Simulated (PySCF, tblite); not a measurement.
**C₃H₉NO₃Si₂: geometry, infrared bands and NMR shifts**

Aim: predict the infrared bands and NMR shifts of C₃H₉NO₃Si₂ (`NC(=O)[Si@@H]1C[C@H]1[SiH](O)O`).

The runs use tblite 0.8.0 and PySCF 2.14.0, with density-fitted response routines of our own; the level of theory stands in each step. All values are computed, except where a source is named. Atoms count from 0, in the outputs and in this text.

## (1) The starting structure

18 atoms, charge 0, multiplicity 1; geometry from: force field or distance geometry start.

Bonds of the start (Å): N0–C1 1.36, C1–O2 1.22, C1–Si3 1.91, Si3–C4 1.77, C4–C5 1.46, C5–Si6 2.01, Si6–O7 1.66, Si6–O8 1.66, C5–Si3 2.34, N0–H9 1.02, N0–H10 1.01, Si3–H11 1.47, C4–H12 1.09, C4–H13 1.09, C5–H14 1.09, Si6–H15 1.46, O7–H16 0.97, O8–H17 0.97.

## (2) Optimising the geometry with GFN2-xTB

The job: settings as JSON, then the geometry in Å.

```
{"job": {"kind": "relax", "xc": "GFN2-xTB", "basis": "xTB"}, "charge": 0, "multiplicity": 1}
N     -2.189100     0.490900     1.083700
C     -2.194800    -0.738600     0.491900
O     -3.000400    -1.613400     0.778400
Si    -0.865600    -1.185600    -0.806100
C      0.690400    -1.909300    -0.386500
C      1.063100    -0.773500     0.455700
Si     1.294700     1.042900    -0.372800
O      0.070300     2.046200     0.125100
O      2.706200     1.685300     0.213100
H     -2.910400     0.701400     1.779600
H     -1.515900     1.212200     0.855600
H     -0.808200    -0.280500    -1.965100
H      1.346700    -2.110100    -1.232000
H      0.638400    -2.869600     0.124300
H      0.572300    -0.648700     1.421000
H      1.370100     0.967000    -1.826900
H      0.364900     2.960100     0.258500
H      3.358500     1.029500     0.497600
```

Started as:

```sh
$ OMP_NUM_THREADS=1 python probes_run.py task.json out
```

One launch serves the whole session: the jobs run in the order shown.

**Question.** This job is followed by: GFN2-xTB harmonic vibrations, gas phase; GIAO PBE0/pcSseg-1 NMR shielding, non-relativistic, gas phase. What will the session give for the following? strongest single infrared mode (GFN2-xTB); zero-point energy (GFN2-xTB); 13C shifts against TMS (PBE0/pcSseg-1); 1H shifts against TMS (PBE0/pcSseg-1, means over atoms taken as alike); 15N shifts against NH3 (PBE0/pcSseg-1); 17O shifts against H2O (PBE0/pcSseg-1); 29Si shifts against TMS (PBE0/pcSseg-1).

**Answer**, as computed:

| quantity | value |
| --- | --- |
| strongest single infrared mode (GFN2-xTB) | 1707 cm⁻¹, 443 km/mol |
| zero-point energy (GFN2-xTB) | 76.6 kcal/mol |
| 13C shifts against TMS (PBE0/pcSseg-1) | 181.5, 3.0, -3.3 ppm |
| 1H shifts against TMS (PBE0/pcSseg-1, means over atoms taken as alike) | 4.95, 4.62, 3.14, 1.86, 1.71, 0.69, 0.25, 0.22 ppm |
| 15N shifts against NH3 (PBE0/pcSseg-1) | 124.1 ppm |
| 17O shifts against H2O (PBE0/pcSseg-1) | 516.7, 49.8, 42.8 ppm |
| 29Si shifts against TMS (PBE0/pcSseg-1) | -21.7, -150.3 ppm |

In words: The optimisation took 160 steps and gained 1.784 eV; among the close pairs (by a distance rule), Si3–C5 changed most, from 2.341 to 1.891 Å. All 48 modes are real, so the xTB geometry is a minimum. The strongest single mode, at 1707 cm⁻¹, moves mainly C1 and O2. GFN2-xTB is a fitted tight-binding method: band positions and strengths are rough. Its intensities can rank the bands wrongly. At PBE0/pcSseg-1: Shielding is most anisotropic at O2 (span 954 ppm, paramagnetic term -577 ppm).
